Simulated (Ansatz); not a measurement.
The system is HfIn4SiO6.

```xyz
12
Lattice="5.6987 0.0038 0.0156 -0.7051 6.1082 -0.0057 -2.7372 -1.3956 6.6308" Properties=species:S:1:pos:R:3 pbc="T T T"
Hf    0.2972   -0.0900    0.8831
In   -0.4860    5.0863    4.8335
In    2.9601   -0.6377    3.2997
In   -0.4663    2.2403    3.5350
In    2.4974    2.6606    1.3677
Si    2.2933    1.4988    5.6832
O     0.7088    1.2617    5.2639
O     3.2588    1.4387    4.3619
O     5.4139    1.6003    0.0368
O     2.4594    2.8937    6.5395
O    -0.6297   -0.1526    2.6118
O     2.1007    0.3624    1.4524
```

The cell was built by a generator and needn't be a form met in nature.

Base run:

| Quantity | Value |
| --- | --- |
| Program | Ansatz 0.2.0 |
| Functional | PBE |
| Potentials or basis | all-electron LAPW, scalar-relativistic |
| Cutoff | 493 eV |
| Density cutoff | 1972 eV |
| Basis error allowed | 0.002 eV/atom |
| k mesh | 4 × 4 × 3 |
| Occupations | fermi-dirac, width 0.05 eV |
| Spin | no spin polarisation |
| Hubbard terms | Hf d U = 3 eV |

Its results: band gap on the k mesh 0.96 eV, indirect (least direct gap 1.18 eV); pressure 0.5 GPa; largest force 0.365 eV/Å.

Problem. After a change of settings the same cell gave: band gap on the k mesh 0.96 eV, indirect (least direct gap 1.18 eV); pressure -5.8 GPa; largest force 0.492 eV/Å. Which change was it?
A. functional from PBE to LDA; hubbard terms from Hf d U = 3 eV to none
B. hubbard terms from Hf d U = 3 eV to Hf d U = 6 eV
C. functional from PBE to RPBE; hubbard terms from Hf d U = 3 eV to none
D. functional from PBE to PBEsol; hubbard terms from Hf d U = 3 eV to none

Solution. A.

Caveats: spin-orbit coupling is left out, which moves the levels of the heavy elements; U is the effective U less J, on atomic orbitals that reach past the spheres (some runs); an odd mesh through Γ misses points on the zone boundary, where band edges often lie (some runs).

Not every run made on this cell is shown here.
